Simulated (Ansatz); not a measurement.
# C₄H₁₁GaO: ionisation energy by level of theory

An exercise on one series of results from a longer session: the logs are not shown, and one member is left open.

The runs use Ansatz 0.2.0, Gaussian basis; unrestricted cation, the program's frozen cores in correlated methods.

Levels to be run: UKS PBE-D4/def2-TZVPP; UKS r2SCAN-D4/def2-TZVPP; UKS PBE0-D4/def2-TZVPP; UKS B3LYP-D4/def2-TZVPP; UKS wB97X-V/def2-TZVPP; UKS wB97M-V/def2-TZVPP; UKS B2PLYP/def2-TZVPP; UHF-CCSD(T)/def2-TZVPP; UHF-MP2/def2-QZVPP; extrapolation to the limit; then −ε(HOMO) from the neutral's earlier runs with LDA (SPW92), PBE-D4, revPBE-D4, BLYP-D4, r2SCAN-D4, B97M-V, PBE0-D4, B3LYP-D4, r2SCANh-D4, r2SCAN0-D4, HSE06-D4, BHLYP-D4, CAM-B3LYP-D4, LC-ωPBE, ωB97X-V, ωB97M-V.

## The geometry

An earlier PBE0-D4 in a triple-zeta def2 set relaxation fixed the geometry.

17 atoms, charge 0, spin multiplicity 1.

Atoms are counted from 1 here; the program's logs count them from 0.

Bond lengths: C1–C2 1.523 Å, C1–H7 1.093 Å, C1–H8 1.099 Å, C1–H9 1.093 Å, C2–C3 1.518 Å, C2–Ga4 2.028 Å, C2–C5 1.517 Å, C3–H10 1.093 Å, C3–H11 1.094 Å, C3–H12 1.099 Å, Ga4–H13 1.581 Å, Ga4–H14 1.573 Å, C5–O6 1.456 Å, C5–H15 1.098 Å, C5–H16 1.095 Å, O6–H17 0.961 Å. Angles: C2–C1–H7 111.3°, C2–C1–H8 111.1°, C2–C1–H9 112.0°, H7–C1–H8 107.3°, H7–C1–H9 107.2°, H8–C1–H9 107.7°, C1–C2–C3 111.0°, C1–C2–Ga4 111.8°, C1–C2–C5 110.8°, C3–C2–Ga4 117.8°, C3–C2–C5 111.7°, Ga4–C2–C5 92.3°, C2–C3–H10 110.9°, C2–C3–H11 112.1°, C2–C3–H12 111.7°, H10–C3–H11 107.5°, H10–C3–H12 106.6°, H11–C3–H12 107.7° and more.

Set-up of the first run:

Contents of in.yaml:

```yaml
crystal:
  periodic: [false, false, false]
  atoms:
    - {symbol: C, position_ang: [-1.209155, -0.883669, -0.725246]}
    - {symbol: C, position_ang: [-0.121264, -0.258789, 0.137725]}
    - {symbol: C, position_ang: [-0.155070, -0.822547, 1.546869]}
    - {symbol: Ga, position_ang: [1.665102, -0.210392, -0.820476]}
    - {symbol: C, position_ang: [-0.234061, 1.253893, 0.135172]}
    - {symbol: O, position_ang: [0.508219, 1.669310, -1.046089]}
    - {symbol: H, position_ang: [-1.060531, -1.961292, -0.833183]}
    - {symbol: H, position_ang: [-2.203134, -0.733407, -0.279994]}
    - {symbol: H, position_ang: [-1.228342, -0.457741, -1.731977]}
    - {symbol: H, position_ang: [-0.026757, -1.908143, 1.536550]}
    - {symbol: H, position_ang: [0.634683, -0.404235, 2.177351]}
    - {symbol: H, position_ang: [-1.117026, -0.623780, 2.040482]}
    - {symbol: H, position_ang: [2.921871, 0.269370, 0.010235]}
    - {symbol: H, position_ang: [1.839866, -0.825876, -2.257440]}
    - {symbol: H, position_ang: [-1.260492, 1.634495, 0.055864]}
    - {symbol: H, position_ang: [0.239774, 1.682815, 1.023948]}
    - {symbol: H, position_ang: [0.806308, 2.580006, -0.969799]}
basis:
  gaussian: {orbitals: def2-TZVPP}
total_charge: 1
magnetization: {spin_polarized: true, initial_magnetization: 1}
hamiltonian: {xc: pbe, dispersion: d4}
```

The run is started by

```console
ansatz run in.yaml --threads 2 --pin off --events-out ev --progress --plain --max-ram 32768MiB --backend cuda --devices 0, --max-vram 18GiB
```

Among the steps run: Cation, UKS PBE-D4/def2-TZVPP; Cation, UKS r2SCAN-D4/def2-TZVPP; Cation, UKS PBE0-D4/def2-TZVPP; Cation, UKS B3LYP-D4/def2-TZVPP; Cation, UKS wB97X-V/def2-TZVPP; Cation, UKS wB97M-V/def2-TZVPP; Cation, UKS B2PLYP (frozen core)/def2-TZVPP; Cation, UHF-CCSD(T)/def2-TZVPP; Cation, UHF-MP2/def2-QZVPP.

One table of the session follows, with a row left open; its other results are not shown here.

For comparison, −ε(HOMO) of the neutral from earlier runs:

```
  functional  −ε(HOMO) (eV)
 LDA (SPW92)           5.65
      PBE-D4           5.53
   revPBE-D4           5.48
     BLYP-D4           5.43
   r2SCAN-D4           5.73
      B97M-V           5.84
     PBE0-D4           6.65
    B3LYP-D4           6.47
  r2SCANh-D4           6.15
  r2SCAN0-D4           6.78
    HSE06-D4           6.25
    BHLYP-D4              ?
CAM-B3LYP-D4           7.95
     LC-ωPBE           9.23
     ωB97X-V           8.92
     ωB97M-V           8.80
```

Q: Estimate the row for BHLYP-D4 from the others.

Worked estimate for «−ε(HOMO) (eV)». Against the share of exact exchange, BLYP-D4 (0, 5.43), B3LYP-D4 (0.2, 6.47) give a slope of 5.20 per unit share; at 0.5 the line stands at 8.03.

The run gave: −ε(HOMO) (eV): 7.70. In «−ε(HOMO) (eV)» the line misses by +0.33.

To keep in mind: The cation may have settled in a state other than its lowest; no search over hole states beyond the program's own was made.
